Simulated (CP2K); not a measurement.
## HfB in CP2K: the effect of pseudo set

The system is HfB.

```
Hf B
1.0
     3.26683    0.00000    0.00000
     1.63342    2.82916    0.00000
     1.63342    0.94305    2.66736
Hf B
1 1
Direct
  0.50000 0.50000 0.50000
  0.00000 0.00000 0.00000
```

Alike in all runs:

- Program: CP2K 2026.2
- Task: band structure
- Functional: PBE
- Density cutoff: 6123 eV
- k mesh: 10 × 10 × 10
- Occupations: fermi-dirac, width 0.05 eV
- Spin: no spin polarisation

| pseudo set | pressure (GPa) |
| --- | --- |
| PBE | 29.4 |
| PADE | ? |
| BLYP | 29.2 |
| SCAN | 22.3 |
| PBE0 | 30.2 |

What does the run with pseudo set PADE give?

Pressure 14.7 GPa.

Caveats: the basis of atomic orbitals isn't converged, which shifts pressures, moduli and gaps; a pressure of tens of GPa on the cell as given is suspect, and the run, the potentials or the cell itself is likely at fault (some runs); the potentials were made for another functional, which shifts forces and pressure (some runs).
